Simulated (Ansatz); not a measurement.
Task: vertical energies of changing the electron count of BH₅O₂Si₂, SMILES O[Si]1([SiH3])BO1, with Ansatz 0.2.0 through its Python package. Give the script and its output. Level of theory (for the species named): PBE0, cc-pVDZ basis, multiplicity 1, D4 dispersion.

```csv
atom,x (Å),y (Å),z (Å)
O,-1.7510,1.2280,0.0268
Si,-0.3148,0.4801,-0.3087
Si,0.1460,-1.3016,0.9257
B,1.0425,1.3768,-1.5632
O,0.9354,1.5777,-0.1288
H,-2.4873,0.5918,-0.1344
H,1.3867,-1.9757,0.3851
H,-0.9259,-2.2107,0.9319
H,0.4671,-0.8560,2.3586
H,1.5843,1.0385,-2.4900
```

`ip_bh5o2si2.py`
```python
"""Vertical ionisation energy of BH5O2Si2."""

import ansatz as az


def energy(molecule, charge=0, unpaired=0):
    calc = molecule.calculation().basis(gaussian="cc-pVDZ").functional("pbe0", dispersion="d4")
    if charge:
        calc = calc.charge(charge)
    if unpaired:
        calc = calc.spin("collinear", total=unpaired)
    report = calc.run().report
    if report["published_state_doubts"]:
        print("  doubts:", report["published_state_doubts"])
    return report["free_energy_ev"]

GEOMETRY = """
O    -1.75100    1.22800    0.02680
Si   -0.31480    0.48010   -0.30870
Si    0.14600   -1.30160    0.92570
B     1.04250    1.37680   -1.56320
O     0.93540    1.57770   -0.12880
H    -2.48730    0.59180   -0.13440
H     1.38670   -1.97570    0.38510
H    -0.92590   -2.21070    0.93190
H     0.46710   -0.85600    2.35860
H     1.58430    1.03850   -2.49000
"""

geometry = az.Crystal.molecule()
for line in GEOMETRY.strip().splitlines():
    symbol, *xyz = line.split()
    geometry = geometry.atom(symbol, [float(v) for v in xyz])

# total-energy differences at one geometry
parent = energy(geometry, 0, 0)
cation = energy(geometry, 1, 1)
print(f"E(N)   = {parent:.5f} eV")
print(f"E(N-1) = {cation:.5f} eV  (1 unpaired)")
print(f"vertical ionisation energy {cation - parent:.3f} eV")
```

```console
$ python ip_bh5o2si2.py
E(N)   = -20594.84175 eV
E(N-1) = -20587.19280 eV  (1 unpaired)
vertical ionisation energy 7.649 eV
```

At this unrelaxed geometry removing an electron costs 7.65 eV.

Notes:
- These settings explore the input space; basis and method may be short of convergence.
- The geometry is a force-field or estimated start, not a minimum of this method, and the basis set is short of its limit. All parts are taken at fixed geometry, without zero-point energy. At an unrelaxed start these energies can be a whole eV from those at the minimum, and a small affinity can change sign.
- Finished in 14 s on 1 thread of Arm Neoverse V1 (shared host), peak memory 0.35 GiB.
